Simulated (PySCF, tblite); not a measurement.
# C₇H₉N₃: infrared bands and NMR shifts

What infrared bands and NMR shifts should C₇H₉N₃ (`C#Cc1nn(CC)nc1C`) show?

Programs: tblite 0.8.0 and PySCF 2.14.0, with density-fitted response routines of our own. Each step states its level of theory. These are calculated values for one molecule in the gas phase, unless marked as measured. Atoms count from 0, in the outputs and in this text.

## (1) The starting structure

19 atoms, charge 0, multiplicity 1; geometry from: GFN2-xTB.

Bonds of the start (Å): C0–C1 1.20, C1–C2 1.40, C2–N3 1.33, N3–N4 1.31, N4–C5 1.43, C5–C6 1.53, N4–N7 1.32, N7–C8 1.32, C8–C9 1.48, C8–C2 1.42, C0–H10 1.05, C5–H11 1.09, C5–H12 1.09, C6–H13 1.09, C6–H14 1.09, C6–H15 1.09, C9–H16 1.09, C9–H17 1.09, C9–H18 1.09.

## (2) Vibrational analysis with GFN2-xTB

What the job is given:

```
{"job": {"kind": "ir", "xc": "GFN2-xTB", "basis": "xTB"}, "charge": 0, "multiplicity": 1}
C     -2.668741     2.420320     1.460977
C     -1.841144     1.632238     1.093771
C     -0.915204     0.676282     0.646232
N      0.401887     0.754746     0.838350
N      0.883973    -0.326260     0.282632
C      2.289670    -0.603316     0.230304
C      2.919800     0.020290    -1.012129
N     -0.011124    -1.116324    -0.268820
C     -1.176718    -0.521660    -0.062382
C     -2.475402    -1.070801    -0.517852
H     -3.377731     3.119402     1.789296
H      2.409534    -1.688745     0.215903
H      2.739710    -0.188720     1.134708
H      2.466489    -0.394702    -1.909271
H      3.986629    -0.184837    -1.030909
H      2.768981     1.097357    -1.006217
H     -2.969196    -0.364249    -1.184028
H     -3.131143    -1.244325     0.334626
H     -2.310073    -2.007445    -1.042652
```

**Question.** This job is followed by: GIAO PBE0/pcSseg-1 NMR shielding, non-relativistic, gas phase. What will the session give for the following? strongest single infrared mode (GFN2-xTB); zero-point energy (GFN2-xTB); 13C shifts against TMS (PBE0/pcSseg-1); 1H shifts against TMS (PBE0/pcSseg-1, means over atoms taken as alike); 15N shifts against NH3 (PBE0/pcSseg-1).

As calculated:

```
                                                              quantity                                           value
                             strongest single infrared mode (GFN2-xTB)                             988 cm⁻¹, 49 km/mol
                                          zero-point energy (GFN2-xTB)                                   93.4 kcal/mol
                                13C shifts against TMS (PBE0/pcSseg-1)  155.2, 133.9, 92.8, 79.3, 51.4, 19.4, 13.2 ppm
1H shifts against TMS (PBE0/pcSseg-1, means over atoms taken as alike)                      4.40, 3.01, 2.56, 1.44 ppm
                                15N shifts against NH3 (PBE0/pcSseg-1)                         376.6, 357.8, 277.9 ppm
```

What this shows: All 51 modes are real, so the xTB geometry is a minimum. The strongest single mode, at 988 cm⁻¹, has its largest shares on H14, H18 and C6 (the list is cut at 3 atoms). Unscaled tight-binding wavenumbers are off by several per cent, some by more. Its intensities can rank the bands wrongly. The most deshielded hydrogen is H11, H12 (mean) (hydrogen on an sp3 CH2 bonded to N), at 4.40 ppm: its carbon carries N, an electronegative neighbour. At PBE0/pcSseg-1: Shielding is most anisotropic at N3 (span 506 ppm, paramagnetic term -436 ppm). NICS(1)zz of -30 ppm above the planar ring from C2 marks a diatropic (aromatic) ring current.
